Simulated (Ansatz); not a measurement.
# C3H7BS: a ladder of functionals and wavefunction methods

The task here is to estimate one member of a computed series from the others.

Method: functionals in def2-TZVPP, the program's frozen cores in correlated methods; program: Ansatz 0.2.0, Gaussian basis.

Plan: LDA (SPW92), PBE-D4, revPBE-D4, BLYP-D4, r2SCAN-D4, B97M-V, PBE0-D4, B3LYP-D4, r2SCANh-D4, r2SCAN0-D4, HSE06-D4, BHLYP-D4, CAM-B3LYP-D4, LC-ωPBE, ωB97X-V, ωB97M-V, B2PLYP, PBE-QIDH; CCSD(T)/def2-SVP; CCSD(T)/def2-TZVPP; MP2/def2-QZVPP; extrapolation to the limit; RPA on PBE.

### The geometry

All runs share one geometry, relaxed beforehand with PBE0-D4 in a triple-zeta def2 set.

SMILES `B/C=C(\C)S`, 12 atoms, charge 0, spin multiplicity 1.

Atoms are counted from 1 here; the program's logs count them from 0.

Bond lengths: B1–C2 1.516 Å, B1–H6 1.197 Å, B1–H7 1.198 Å, C2–C3 1.357 Å, C2–H8 1.090 Å, C3–C4 1.491 Å, C3–S5 1.745 Å, C4–H9 1.094 Å, C4–H10 1.087 Å, C4–H11 1.094 Å, S5–H12 1.342 Å. Angles: C2–B1–H6 119.7°, C2–B1–H7 122.3°, H6–B1–H7 118.0°, B1–C2–C3 125.3°, B1–C2–H8 119.0°, C3–C2–H8 115.7°, C2–C3–C4 125.9°, C2–C3–S5 117.8°, C4–C3–S5 116.3°, C3–C4–H9 110.2°, C3–C4–H10 110.9°, C3–C4–H11 110.3°, H9–C4–H10 109.0°, H9–C4–H11 107.4°, H10–C4–H11 109.0°, C3–S5–H12 97.7°.

The first run:

Input file in.yaml:

```yaml
crystal:
  periodic: [false, false, false]
  atoms:
    - {symbol: B, position_ang: [-1.884310, -0.279102, 0.748615]}
    - {symbol: C, position_ang: [-1.061739, 0.479846, -0.273954]}
    - {symbol: C, position_ang: [0.277821, 0.354207, -0.453408]}
    - {symbol: C, position_ang: [1.182516, -0.546307, 0.316210]}
    - {symbol: S, position_ang: [1.026565, 1.328418, -1.692380]}
    - {symbol: H, position_ang: [-3.064123, -0.087714, 0.821952]}
    - {symbol: H, position_ang: [-1.395953, -1.074951, 1.498963]}
    - {symbol: H, position_ang: [-1.561764, 1.190819, -0.931200]}
    - {symbol: H, position_ang: [1.957034, 0.037414, 0.821553]}
    - {symbol: H, position_ang: [0.626575, -1.113331, 1.058665]}
    - {symbol: H, position_ang: [1.687436, -1.243088, -0.358675]}
    - {symbol: H, position_ang: [2.286944, 0.898590, -1.522342]}
basis:
  gaussian: {orbitals: def2-TZVPP}
hamiltonian: {xc: lda}
output: {orbitals: {seedname: orbitals}}
```

Steps of the session up to this table: LDA; PBE-D4 (GGA); revPBE-D4 (GGA); BLYP-D4 (GGA); r2SCAN-D4 (meta-GGA); B97M-V (meta-GGA); PBE0-D4 (hybrid); B3LYP-D4 (hybrid); r2SCANh-D4 (hybrid); r2SCAN0-D4 (hybrid); HSE06-D4 (hybrid); BHLYP-D4 (hybrid); CAM-B3LYP-D4 (range-separated); LC-ωPBE (range-separated); ωB97X-V (range-separated); ωB97M-V (range-separated); B2PLYP (double hybrid); PBE-QIDH (double hybrid).

One of the session's tables, all rows but one given; the rest of the session is left out.

It belongs to the step «Orbital energies across the functionals». 

```
  functional  HOMO (eV)  LUMO (eV)  gap (eV)
 LDA (SPW92)      -6.20      -3.00      3.19
      PBE-D4      -6.02      -2.77      3.25
   revPBE-D4          ?          ?         ?
     BLYP-D4      -5.84      -2.60      3.24
   r2SCAN-D4      -6.19      -2.55      3.63
      B97M-V      -6.23      -2.54      3.69
     PBE0-D4      -6.99      -1.90      5.08
    B3LYP-D4      -6.77      -2.08      4.69
  r2SCANh-D4      -6.55      -2.24      4.31
  r2SCAN0-D4      -7.11      -1.77      5.33
    HSE06-D4      -6.60      -2.28      4.32
    BHLYP-D4      -7.81      -0.88      6.93
CAM-B3LYP-D4      -8.17      -0.84      7.33
     LC-ωPBE      -9.47       0.20      9.67
     ωB97X-V      -9.12       0.16      9.29
     ωB97M-V      -9.02       0.02      9.04
```

**Question.** Estimate the row for revPBE-D4.

**Answer.** HOMO (eV): -5.96; LUMO (eV): -2.68; gap (eV): 3.28. In the column «HOMO (eV)» it lies between PBE-D4 (-6.02) and BLYP-D4 (-5.84).
